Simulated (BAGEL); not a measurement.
# One shape, several levels: BH3O3 (boric acid)

Wanted: a comparison of 6 runs (HF/def2-SVP, B3LYP/6-31G, B3LYP/6-31G*, B3LYP/aug-cc-pVDZ, CASCI(4,4)/cc-pVDZ, CIS/6-31G**) of BH3O3 (boric acid). 

The calculation is run with BAGEL 1.2.2.

4 further runs of the same task are left out: 2 that didn't finish, 2 set aside as unsound or not needed.

### Step 1. The structure to begin with

BH3O3 has 7 atoms, charge 0, and is taken as a singlet. As SMILES, `OB(O)O`. The shape is that of a PBE0-D4/def2-TZVP optimisation. This is a higher conformer, about 20 kJ/mol above the lowest found by a separate search.

Bond lengths: O1–B2 1.367 Å, B2–O3 1.360 Å, B2–O4 1.376 Å, O1–H5 0.957 Å, O3–H6 0.959 Å, O4–H7 0.957 Å. Angles: O1–B2–O3 116.5°, O1–B2–O4 125.2°, O3–B2–O4 118.3°, B2–O1–H5 115.3°, B2–O3–H6 111.6°, B2–O4–H7 115.8°.

### Step 2. A single-point energy at HF/def2-SVP (run 1)

calc.json reads:

```json
{ "bagel": [

{
  "title": "molecule",
  "basis": "svp",
  "df_basis": "qzvpp-jkfit",
  "angstrom": "false",
  "geometry": [
    { "atom": "O", "xyz": [    -2.09702908,     1.51669419,     0.60830284 ] },
    { "atom": "B", "xyz": [    -0.02305466,    -0.01285014,     0.43218036 ] },
    { "atom": "O", "xyz": [     0.94713073,    -0.88684847,     2.64580555 ] },
    { "atom": "O", "xyz": [     1.13515848,    -0.72055257,    -1.78654708 ] },
    { "atom": "H", "xyz": [    -2.75408685,     2.11384764,    -0.96659491 ] },
    { "atom": "H", "xyz": [     2.39390505,    -1.94301640,     2.37066142 ] },
    { "atom": "H", "xyz": [     0.39778735,    -0.06746322,    -3.30380818 ] }
  ]
},

{ "title": "hf", "df": "false" },

{ "title": "print", "file": "orbitals.molden", "orbitals": "true" }

]}
```

Launch:

```console
$ BAGEL_NUM_THREADS=1 BAGEL calc.json > calc.out
```

Output:

```text
* using 1 threads per process

  ===============================================================
  ===============================================================

  *** Geometry ***

  { "atom" : "O", "xyz" : [     -2.097029,      1.516694,      0.608303 ] },
  { "atom" : "B", "xyz" : [     -0.023055,     -0.012850,      0.432180 ] },
  { "atom" : "O", "xyz" : [      0.947131,     -0.886848,      2.645806 ] },
  { "atom" : "O", "xyz" : [      1.135158,     -0.720553,     -1.786547 ] },
  { "atom" : "H", "xyz" : [     -2.754087,      2.113848,     -0.966595 ] },
  { "atom" : "H", "xyz" : [      2.393905,     -1.943016,      2.370661 ] },
  { "atom" : "H", "xyz" : [      0.397787,     -0.067463,     -3.303808 ] },

  Number of auxiliary basis functions:      360

  Since a DF basis is specified, we compute 2- and 3-index integrals:
    o Being stored without compression. Storage requirement is 0.015 GB

  Number of basis functions:       71
  Number of electrons      :       32

    * METHOD: MOLECULE                             0.09

  *** RHF ***

  === Nuclear Repulsion ===
   116.2296345423

      * DIIS with orbital gradients will be used.

  === RHF iteration (svp) ===
      0       -240.34173903          0.04642397           0.17
      1       -249.76773879          0.05905711           0.16
      2       -250.81885535          0.02325331           0.15
      3       -250.98073432          0.00634060           0.16
      4       -250.99428223          0.00129453           0.17
      5       -250.99494725          0.00027715           0.18
      6       -250.99498808          0.00005647           0.15
      7       -250.99499035          0.00001247           0.14
      8       -250.99499046          0.00000439           0.14
      9       -250.99499047          0.00000200           0.13
     10       -250.99499048          0.00000047           0.13
     11       -250.99499048          0.00000021           0.14
     12       -250.99499048          0.00000007           0.13
     13       -250.99499048          0.00000002           0.13
     14       -250.99499048          0.00000001           0.12
    * SCF iteration converged.

    * Permanent dipole moment:
           (   -0.000928,    -0.091064,     1.326697) a.u.

    * METHOD: HF                                   2.31

    * METHOD: PRINT                                0.01

  ===============================================================
```

Run time: 2.8 s. Hardware: 1 thread of Intel Xeon 6975P-C (Granite Rapids), shared host; peak memory 0.077 GiB.

### Step 3. The energy at B3LYP/6-31G (density fitting with qzvpp-jkfit) (run 2)

dft.json reads:

```json
{ "bagel" : [

{
  "title" : "molecule",
  "basis" : "6-31g",
  "df_basis" : "qzvpp-jkfit",
  "angstrom" : "true",
  "geometry" : [
    { "atom" : "O", "xyz" : [      -1.109700,       0.802600,       0.321900 ] },
    { "atom" : "B", "xyz" : [      -0.012200,      -0.006800,       0.228700 ] },
    { "atom" : "O", "xyz" : [       0.501200,      -0.469300,       1.400100 ] },
    { "atom" : "O", "xyz" : [       0.600700,      -0.381300,      -0.945400 ] },
    { "atom" : "H", "xyz" : [      -1.457400,       1.118600,      -0.511500 ] },
    { "atom" : "H", "xyz" : [       1.266800,      -1.028200,       1.254500 ] },
    { "atom" : "H", "xyz" : [       0.210500,      -0.035700,      -1.748300 ] }
  ]
},

{ "title" : "ks", "xc_func" : "b3lyp" },

{ "title" : "print", "file" : "orbitals.molden", "orbitals" : "true" }

]}
```

Launch:

```console
$ BAGEL_NUM_THREADS=1 BAGEL dft.json > dft.out
```

Output:

```text
* using 1 threads per process

  ===============================================================
  ===============================================================

  *** Geometry ***

  { "atom" : "O", "xyz" : [     -2.097029,      1.516694,      0.608303 ] },
  { "atom" : "B", "xyz" : [     -0.023055,     -0.012850,      0.432180 ] },
  { "atom" : "O", "xyz" : [      0.947131,     -0.886848,      2.645806 ] },
  { "atom" : "O", "xyz" : [      1.135158,     -0.720553,     -1.786547 ] },
  { "atom" : "H", "xyz" : [     -2.754087,      2.113848,     -0.966595 ] },
  { "atom" : "H", "xyz" : [      2.393905,     -1.943016,      2.370661 ] },
  { "atom" : "H", "xyz" : [      0.397787,     -0.067463,     -3.303808 ] },

  Number of auxiliary basis functions:      360

  Since a DF basis is specified, we compute 2- and 3-index integrals:
    o Being stored without compression. Storage requirement is 0.005 GB

  Number of basis functions:       42
  Number of electrons      :       32

    * METHOD: MOLECULE                             0.07

  *** Kohn-Sham DFT ***

    * Removing 12475 points whose weight is below 1.00e-10
    * Grid points: 91867

  === Nuclear Repulsion ===
   116.2296344745

       - DIIS with orbital gradients will be used.

  === KS iteration (b3lyp / 6-31g) ===
      0       -233.94325287          0.23061054           0.13
      1       -232.27725928          0.23690883           0.10
      2       -240.96115620          0.22666527           0.09
      3       -251.92084074          0.05638611           0.09
      4       -252.20921662          0.03751538           0.09
      5       -252.32938365          0.02127002           0.09
      6       -252.38036101          0.00495131           0.09
      7       -252.38329564          0.00050286           0.09
      8       -252.38333715          0.00024693           0.09
      9       -252.38334417          0.00006751           0.17
     10       -252.38334491          0.00001020           0.10
     11       -252.38334492          0.00000714           0.09
     12       -252.38334493          0.00000027           0.10
     13       -252.38334493          0.00000018           0.10
     14       -252.38334493          0.00000005           0.10
     15       -252.38334493          0.00000002           0.10
     16       -252.38334493          0.00000000           0.10
    * SCF iteration converged.

    * Permanent dipole moment:
           (   -0.010542,    -0.094509,     1.479769) a.u.

    * METHOD: KS                                   1.95

    * METHOD: PRINT                                0.00

  ===============================================================
```

It took 2.4 s on 1 thread of Intel Xeon 6975P-C (Granite Rapids), shared host; peak memory 0.24 GiB.

Run 3 isn't shown in full; the table further down has it.

### Step 4. Energy and forces at B3LYP/aug-cc-pVDZ (density fitting with qzvpp-jkfit) (run 4)

input.json reads:

```json
{ "bagel": [

{
  "title": "molecule",
  "basis": "aug-cc-pvdz.json",
  "df_basis": "qzvpp-jkfit",
  "angstrom": true,
  "geometry": [
    { "atom": "O", "xyz": [      -1.109700,       0.802600,       0.321900 ] },
    { "atom": "B", "xyz": [      -0.012200,      -0.006800,       0.228700 ] },
    { "atom": "O", "xyz": [       0.501200,      -0.469300,       1.400100 ] },
    { "atom": "O", "xyz": [       0.600700,      -0.381300,      -0.945400 ] },
    { "atom": "H", "xyz": [      -1.457400,       1.118600,      -0.511500 ] },
    { "atom": "H", "xyz": [       1.266800,      -1.028200,       1.254500 ] },
    { "atom": "H", "xyz": [       0.210500,      -0.035700,      -1.748300 ] }
  ]
},

{
  "title": "force",
  "method": [
    {
      "title": "ks",
      "xc_func": "b3lyp"
    }
  ]
}

]}
```

The basis set aug-cc-pVDZ is read from a file made from the Basis Set Exchange's data (not shown).

Launch:

```console
$ BAGEL_NUM_THREADS=1 BAGEL input.json > input.out
```

Output:

```text
* using 1 threads per process

  ===============================================================
  ===============================================================

  *** Geometry ***

  { "atom" : "O", "xyz" : [     -2.097029,      1.516694,      0.608303 ] },
  { "atom" : "B", "xyz" : [     -0.023055,     -0.012850,      0.432180 ] },
  { "atom" : "O", "xyz" : [      0.947131,     -0.886848,      2.645806 ] },
  { "atom" : "O", "xyz" : [      1.135158,     -0.720553,     -1.786547 ] },
  { "atom" : "H", "xyz" : [     -2.754087,      2.113848,     -0.966595 ] },
  { "atom" : "H", "xyz" : [      2.393905,     -1.943016,      2.370661 ] },
  { "atom" : "H", "xyz" : [      0.397787,     -0.067463,     -3.303808 ] },

  Number of auxiliary basis functions:      360

  Since a DF basis is specified, we compute 2- and 3-index integrals:
    o Being stored without compression. Storage requirement is 0.041 GB

  Number of basis functions:      119
  Number of electrons      :       32

    * METHOD: MOLECULE                             0.15

  The gradients will be computed analytically.

  *** Kohn-Sham DFT ***

    * Removing 12475 points whose weight is below 1.00e-10
    * Grid points: 91867

  === Nuclear Repulsion ===
   116.2296344745

       - DIIS with orbital gradients will be used.

  === KS iteration (b3lyp / aug-cc-pvdz.json) ===
      0       -230.99671732          0.08393982           0.36
      1       -211.39226283          0.20638191           0.44
      2       -238.93771408          0.08291919           0.36
      3       -248.48194097          0.07319264           0.38
      4       -252.11849388          0.02626715           0.31
      5       -252.39050011          0.01425118           0.42
      6       -252.51354683          0.00554163           0.34
      7       -252.53027691          0.00236519           0.34
      8       -252.53364777          0.00059574           0.32
      9       -252.53385059          0.00005749           0.32
     10       -252.53385189          0.00002681           0.32
     11       -252.53385224          0.00001235           0.31
     12       -252.53385233          0.00000530           0.34
     13       -252.53385234          0.00000124           0.31
     14       -252.53385234          0.00000059           0.33
     15       -252.53385234          0.00000040           0.31
     16       -252.53385234          0.00000007           0.33
     17       -252.53385234          0.00000003           0.36
     18       -252.53385234          0.00000001           0.31
    * SCF iteration converged.

    * Permanent dipole moment:
           (   -0.001208,    -0.077787,     1.137747) a.u.

  * Nuclear energy gradient

    o Atom   0
        x          0.0041576678
        y         -0.0027736097
        z         -0.0045533096
    o Atom   1
        x          0.0001155907
        y         -0.0001672441
        z          0.0010774727
    o Atom   2
        x          0.0006623427
        y         -0.0000274628
        z         -0.0067738890
    o Atom   3
        x         -0.0048138170
        y          0.0034270070
        z          0.0022923750
    o Atom   4
        x          0.0019555658
        y         -0.0017161625
        z          0.0038162368
    o Atom   5
        x         -0.0037227524
        y          0.0027708597
        z         -0.0000270311
    o Atom   6
        x          0.0016457326
        y         -0.0015104274
        z          0.0041638912
  * Gradient computed with                              3.32

    * METHOD: FORCE                               10.37

  ===============================================================
```

It took 11 s on 1 thread of Intel Xeon 6975P-C (Granite Rapids), shared host; peak memory 1.1 GiB.

Run 5 isn't shown in full; the table further down has it.

### Step 5. The excited states at CIS/6-31G(d,p) (density fitting with svp-jkfit, spherical functions) (run 6)

input.json reads:

```json
{ "bagel" : [

{
  "title" : "molecule",
  "basis" : "6-31gss.json",
  "df_basis" : "svp-jkfit",
  "geometry" : [
    { "atom" : "O", "xyz" : [    -2.09702908,     1.51669419,     0.60830284 ] },
    { "atom" : "B", "xyz" : [    -0.02305466,    -0.01285014,     0.43218036 ] },
    { "atom" : "O", "xyz" : [     0.94713073,    -0.88684847,     2.64580555 ] },
    { "atom" : "O", "xyz" : [     1.13515848,    -0.72055257,    -1.78654708 ] },
    { "atom" : "H", "xyz" : [    -2.75408685,     2.11384764,    -0.96659491 ] },
    { "atom" : "H", "xyz" : [     2.39390505,    -1.94301640,     2.37066142 ] },
    { "atom" : "H", "xyz" : [     0.39778735,    -0.06746322,    -3.30380818 ] }
  ]
},

{
  "title" : "hf"
},

{
  "title" : "cis",
  "nstate" : 4
}

]}
```

The basis set 6-31G** is read from a file made from the Basis Set Exchange's data (not shown).

Launch:

```console
$ BAGEL_NUM_THREADS=1 BAGEL input.json > input.out
```

Output:

```text
* using 1 threads per process

  ===============================================================
  ===============================================================

  *** Geometry ***

  { "atom" : "O", "xyz" : [     -2.097029,      1.516694,      0.608303 ] },
  { "atom" : "B", "xyz" : [     -0.023055,     -0.012850,      0.432180 ] },
  { "atom" : "O", "xyz" : [      0.947131,     -0.886848,      2.645806 ] },
  { "atom" : "O", "xyz" : [      1.135158,     -0.720553,     -1.786547 ] },
  { "atom" : "H", "xyz" : [     -2.754087,      2.113848,     -0.966595 ] },
  { "atom" : "H", "xyz" : [      2.393905,     -1.943016,      2.370661 ] },
  { "atom" : "H", "xyz" : [      0.397787,     -0.067463,     -3.303808 ] },

  Number of auxiliary basis functions:      360

  Since a DF basis is specified, we compute 2- and 3-index integrals:
    o Being stored without compression. Storage requirement is 0.015 GB

  Number of basis functions:       71
  Number of electrons      :       32

    * METHOD: MOLECULE                             0.08

  *** RHF ***

  === Nuclear Repulsion ===
   116.2296345423

      * DIIS with orbital gradients will be used.

  === RHF iteration (6-31gss.json) ===
      0       -250.89445859          0.02985803           0.02
      1       -251.10582711          0.01695874           0.02
      2       -251.18994847          0.00151583           0.02
      3       -251.19086268          0.00029952           0.02
      4       -251.19089446          0.00009894           0.02
      5       -251.19089813          0.00003137           0.02
      6       -251.19089854          0.00000932           0.02
      7       -251.19089859          0.00000209           0.02
      8       -251.19089859          0.00000099           0.02
      9       -251.19089859          0.00000019           0.02
     10       -251.19089859          0.00000006           0.02
     11       -251.19089859          0.00000003           0.02
     12       -251.19089859          0.00000001           0.02
    * SCF iteration converged.

    * Permanent dipole moment:
           (   -0.001821,    -0.090559,     1.328979) a.u.

    * METHOD: HF                                   0.30

  === CIS iteration ===

        0     0     0.42667630     0.00378981      0.02
        0     1     0.45836077     0.00416016      0.00
        0     2     0.47113868     0.00326093      0.00
        0     3     0.54965683     0.00308977      0.00

        1     0     0.37983368     0.00108989      0.01
        1     1     0.40016502     0.00197177      0.00
        1     2     0.42127494     0.00250964      0.00
        1     3     0.49269176     0.00408042      0.00

[... 60 lines of this table left out ...]
       14 *   0     0.37794617     0.00000015      0.00
       14 *   1     0.39236267     0.00000006      0.00
       14     2     0.41279132     0.00000060      0.00
       14 *   3     0.41572410     0.00000035      0.00

    * CIS converged

    * Permanent dipole moment: Transition 0 -> 0
           (   -0.010434,    -0.014053,    -0.000966) a.u.

    * Permanent dipole moment: Transition 0 -> 1
           (    0.044789,     0.060222,     0.004145) a.u.

    * Permanent dipole moment: Transition 0 -> 2
           (    0.161027,     0.216560,     0.014931) a.u.

    * Permanent dipole moment: Transition 0 -> 3
           (    0.079349,    -0.052460,    -0.096940) a.u.

    * METHOD: CIS                                  0.22

  ===============================================================
```

Run time: 0.93 s. Hardware: 1 thread of Intel Xeon 6975P-C (Granite Rapids), shared host; peak memory 0.24 GiB.

The roots found:

```csv
excited state,energy (eV),strength
1,10.284,0.0001
2,10.677,0.0030
3,11.233,0.0402
4,11.312,0.0102
```

### Step 6. All runs side by side

```csv
run,level,integral approximation,task,energy (Eh),dipole moment (D),wall time
1,HF/def2-SVP,none,energy,-250.994990,3.38,2.8 s
2,B3LYP/6-31G (density fitting with qzvpp-jkfit),qzvpp-jkfit,energy,-252.383345,3.77,2.4 s
3,"B3LYP/6-31G* (density fitting with qzvpp-jkfit, spherical functions)",qzvpp-jkfit,energy,-252.462169,3.14,4.2 s
4,B3LYP/aug-cc-pVDZ (density fitting with qzvpp-jkfit),qzvpp-jkfit,gradient,-252.533852,2.90,11 s
5,"CASCI(4,4)/cc-pVDZ (DC, density fitting with cc-pvdz-jkfit)",cc-pvdz-jkfit,energy,-251.376442,–,22 s
6,"CIS/6-31G** (density fitting with svp-jkfit, spherical functions)",svp-jkfit,excited,-251.190899,–,0.93 s
```

### Step 7. What came out

| quantity | value |
| --- | --- |
| run 6: ground-state or mean-field energy | -251.19090 Eh |
| run 6: lowest excitation energy | 10.28 eV |

Over runs 1, 2, 3, 4 the dipole moment (its size) runs from 2.90 D (B3LYP/aug-cc-pVDZ) to 3.77 D (B3LYP/6-31G). Over runs 1, 2, 3 the HOMO–LUMO gap runs from 9.11 eV (B3LYP/6-31G) to 17.48 eV (HF/def2-SVP). The two ends differ in method and basis. All runs together took 43 s, the longest 22 s.
